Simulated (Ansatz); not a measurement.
# Ga2S: the cost of one run

Method: DFT PBE, scalar-relativistic, plane waves, PAW, in Ansatz 0.2.0.

### 1 Starting point

The structure is tetragonal, space group P4_2/mnm (No. 136). The conventional cell has a = 5.703 Å, b = 5.703 Å, c = 3.673 Å, α = 90.00°, β = 90.00°, γ = 90.00°. Ga (site symmetry m2m) has 3 S at 2.41 to 2.47 Å as nearest neighbours. S (site symmetry mmm) has 6 Ga at 2.41 to 2.47 Å as nearest neighbours.

Coordinates:

```
CELL_PARAMETERS angstrom
5.70298 0.00000 0.00000
0.00000 5.70298 0.00000
0.00000 0.00000 3.67329
ATOMIC_POSITIONS crystal
Ga 0.30600 0.30600 0.00000
Ga 0.19400 0.80600 0.50000
Ga 0.69400 0.69400 0.00000
Ga 0.80600 0.19400 0.50000
S 0.00000 0.00000 0.00000
S 0.50000 0.50000 0.50000
```

This is candidate A: anti-rutile type (P4_2/mnm, No. 136).

(A quick probe on a coarse mesh, which set the mesh and smearing, is not shown.)

### 3 Coarse relaxation (candidate A)

input.yaml

```yaml
crystal:
  lattice:
    - [5.7029760749, 0.0, 0.0]
    - [0.0, 5.7029760749, 0.0]
    - [0.0, 0.0, 3.6732926003]
  atoms:
    - { symbol: Ga, position: [0.306, 0.306, 0.0] }
    - { symbol: Ga, position: [0.194, 0.806, 0.5] }
    - { symbol: Ga, position: [0.694, 0.694, 0.0] }
    - { symbol: Ga, position: [0.806, 0.194, 0.5] }
    - { symbol: S, position: [0.0, 0.0, 0.0] }
    - { symbol: S, position: [0.5, 0.5, 0.5] }
basis:
  ecutwfc: 420
kpoints:
  mp_grid: { grid: [4, 4, 6] }
hamiltonian:
  xc: pbe
scf:
  occupations: { method: gaussian, width: 0.1 }
  lower_state_search: "off"
output:
  forces: true
  stress: true
  eigenvalues: true
relax:
  adjacent_minimum: "off"
  f_tol: 0.04
  max_steps: 70
  cell: { stress_tol: 0.4 }
```

Command:

```console
ansatz run input.yaml --threads 1 --pin off --max-ram 2560MiB --backend cpu --events-out ev --progress --plain --runs-dir out
```

**Question.** How long does this run take on 1 thread of AMD EPYC (Zen 3), shared host, and how much memory does it need?

About 7.8 min, with a peak of 0.58 GiB.
